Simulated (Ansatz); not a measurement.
# CdH4OSSi: small, medium and large basis sets

An exercise on one series of results from a longer session: the logs are not shown, and one member is left open.

Program: Ansatz 0.2.0, Gaussian basis. Level of theory: one geometry, several basis sets. These are calculated values, not measurements.

Levels to be run: PBE0-D4/def2-SVP; ωB97M-V/def2-SVP; PBE0-D4/def2-QZVPP; ωB97M-V/def2-QZVPP; the functionals' def2-TZVPP values are taken from earlier runs.

### Structure used throughout

The geometry comes from an earlier relaxation with PBE0-D4 in a triple-zeta def2 set; it is a stationary point, not always the lowest conformer. Cd takes the def2 core potential; no spin-orbit term is included.

8 atoms, charge 0, spin multiplicity 1.

Atoms are counted from 1 here; the program's logs count them from 0.

Bond lengths: Si1–O2 1.622 Å, Si1–H5 1.496 Å, Si1–H6 1.492 Å, Si1–H7 1.489 Å, O2–Cd3 1.962 Å, Cd3–S4 2.313 Å, S4–H8 1.344 Å. Angles: O2–Si1–H5 112.1°, O2–Si1–H6 111.3°, O2–Si1–H7 110.2°, H5–Si1–H6 107.1°, H5–Si1–H7 107.8°, H6–Si1–H7 108.1°, Si1–O2–Cd3 136.9°, O2–Cd3–S4 176.8°, Cd3–S4–H8 93.4°.

The first run:

in.yaml

```yaml
crystal:
  periodic: [false, false, false]
  atoms:
    - {symbol: Si, position_ang: [0.104666, 1.794228, -0.256084]}
    - {symbol: O, position_ang: [0.609330, 0.486663, 0.560554]}
    - {symbol: Cd, position_ang: [0.378973, -1.457676, 0.435460]}
    - {symbol: S, position_ang: [0.214512, -3.763158, 0.359652]}
    - {symbol: H, position_ang: [-0.409720, 1.443282, -1.616560]}
    - {symbol: H, position_ang: [-0.999833, 2.490298, 0.465329]}
    - {symbol: H, position_ang: [1.226526, 2.758595, -0.427795]}
    - {symbol: H, position_ang: [-1.124433, -3.752221, 0.479434]}
basis:
  gaussian: {orbitals: def2-SVP}
hamiltonian: {xc: pbe0, dispersion: d4}
output: {orbitals: {seedname: orbitals}}
```

Launch:

```sh
$ ansatz run in.yaml --threads 4 --pin off --events-out ev --progress --plain --max-ram 10444MiB
```

Steps of the session up to this table: PBE0-D4 in def2-SVP; ωB97M-V in def2-SVP; PBE0-D4 in def2-QZVPP; ωB97M-V in def2-QZVPP.

One table of the session follows, with a row left open; its other results are not shown here.

It belongs to the step «Density functionals: the series». 

```
functional       basis  HOMO (eV)  LUMO (eV)
   PBE0-D4    def2-SVP      -7.44      -1.58
   PBE0-D4  def2-TZVPP      -7.57      -1.72
   PBE0-D4  def2-QZVPP      -7.59      -1.76
   ωB97M-V    def2-SVP          ?          ?
   ωB97M-V  def2-TZVPP      -9.76       0.01
   ωB97M-V  def2-QZVPP      -9.79      -0.19
```

Estimate the missing values for ωB97M-V, def2-SVP.

As computed: HOMO (eV): -9.60; LUMO (eV): 0.21. In the column «HOMO (eV)» it lies between ωB97M-V, def2-TZVPP (-9.76) and PBE0-D4, def2-QZVPP (-7.59).
